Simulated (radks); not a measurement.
# Tb⁴⁺ in [Kr] 4d10 4f7 5s2 5p5 5d1: an all-electron calculation

Wanted: eigenvalues, radial structure and energy terms of the terbium ion Tb4+.

Program: radks (a radial shooting solver on a logarithmic mesh, Libxc functionals) version 1. Level of theory: Dirac Kohn-Sham, BLYP, spin-unpolarised, spherical densities, finite nucleus; open shells fill j = l - 1/2 first. These are calculated values, not measurements, unless marked.

## Step 1: The atom as given

- element: terbium (Z = 65)
- charge: +4
- electrons: 61
- configuration: [Kr] 4d10 4f7 5s2 5p5 5d1
- nuclear rms radius: 5.06 fm

## Step 2: The calculation

Settings of this run:

```text
Z 65
configuration [Kr] 4d10 4f7 5s2 5p5 5d1
relativity Dirac
functional b88,lyp
spin unpolarised
j_filling energy
nucleus finite rms 5.06 fm
c 137.035999084
```

Launch:

```console
> python run_ks.py task.json out
```

The same process makes all the runs of this session.

Q: Predict the outcome of this run.

The runs gave:

```
                        quantity                   value
                    total energy     -11714.6362 hartree
exchange-correlation share of it                  2.19 %
                            −T/E                  1.0936
          highest occupied level       5d3/2, -39.032 eV
    most extended occupied level  5d3/2, <r> = 1.90 bohr
 radius at density 0.001 e/bohr³               3.27 bohr
    maxima of the radial density                       4
```

**Reading.** 5 principal shells are occupied and 4 maxima appear in the radial density; where shells overlap, one shows as a shoulder or not at all. Relativity lifts −T/E to 1.094. This is not the tabulated ground configuration, so its levels and sizes aren't those of the ground state, and no measured value stands beside it.
